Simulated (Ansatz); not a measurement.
The system is TaTe.

```
Ta Te
1.0
     3.42009    0.00000    0.00000
     0.00000    3.42009    0.00000
     0.00000    0.00000    3.42009
Ta Te
1 1
Cartesian
  1.7100 1.7100 1.7100
  0.0000 0.0000 0.0000
```

The cell was built by a generator and needn't be a form met in nature.

```yaml
Program: Ansatz 0.2.0
Task: single point
Functional: PBE
Potentials_or_basis: Ansatz PAW
Cutoff: "420 eV (not typed: the program's choice for these potentials)"
k_mesh: 8 × 8 × 8
Occupations: fermi-dirac, width 0.05 eV
Spin: no spin polarisation
```

On this cell: pressure 0.1 GPa; largest force zero by symmetry; band gap on the k mesh none (metal or under the smearing width).

The same run follows on a disturbed copy (atoms moved at random, drawn with an rms of 0.05 Å):

```
Ta Te
1.0
     3.42009    0.00000    0.00000
     0.00000    3.42009    0.00000
     0.00000    0.00000    3.42009
Ta Te
1 1
Direct
  0.49904 0.50212 0.50720
  0.01755 0.99833 0.99810
```

Question: What does the disturbed cell give?

Answer: The energy (extrapolated to zero smearing) moves by +5.3 meV/atom; pressure 0.4 GPa; largest force 0.300 eV/Å; band gap on the k mesh none (metal or under the smearing width).

Forces on the atoms (eV/Å):
```
Ta   0.265 -0.054 -0.130
Te  -0.265  0.054  0.130
```

Stress tensor (GPa, compression positive):
```
 0.32 -0.13 -0.32
-0.13  0.42  0.07
-0.32  0.07  0.40
```
